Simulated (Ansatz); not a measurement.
Runs of Ansatz 0.2.0 on CsLiCr2Te2S3. The typed cell holds 18 atoms: a = 3.675 Å, b = 6.258 Å, c = 18.879 Å, α = 89.93°, β = 89.72°, γ = 90.00°. The cell was built by a generator and needn't be a form met in nature.

| task | potentials or basis | cell | cutoff (eV) | gap on the mesh (eV) | pressure (GPa) | moment (μB) | largest force (eV/Å) |
| --- | --- | --- | --- | --- | --- | --- | --- |
| single point | SPMS NC | as given | 871 | none | 0.3 | 11.53 | (a) |
| single point | Ansatz PAW earlier set | as given | 1070 | none | 0.0 | 11.45 | 0.06 |
| single point | Ansatz PAW | atoms moved at random, drawn with an rms of 0.05 Å | 420 | none | 0.3 | 11.46 | 1.00 |
| single point | Ansatz PAW | as given | 420 | none | 0.0 | 11.45 | 0.06 |

Alike in all rows: level PBE; spin collinear, ferromagnetic start; k mesh 7 × 5 × 2; smearing fermi-dirac 0.05 eV.

Problem. Fill in the values left out.

Solution. (a) 0.08.

Caveats: only a ferromagnetic start was run, and an antiferromagnetic order may lie lower in energy.

A k mesh can miss the band edges, and the runs leave out spin-orbit coupling on Cs, Te.

A gap of «none» marks a metal or a gap under the smearing width.
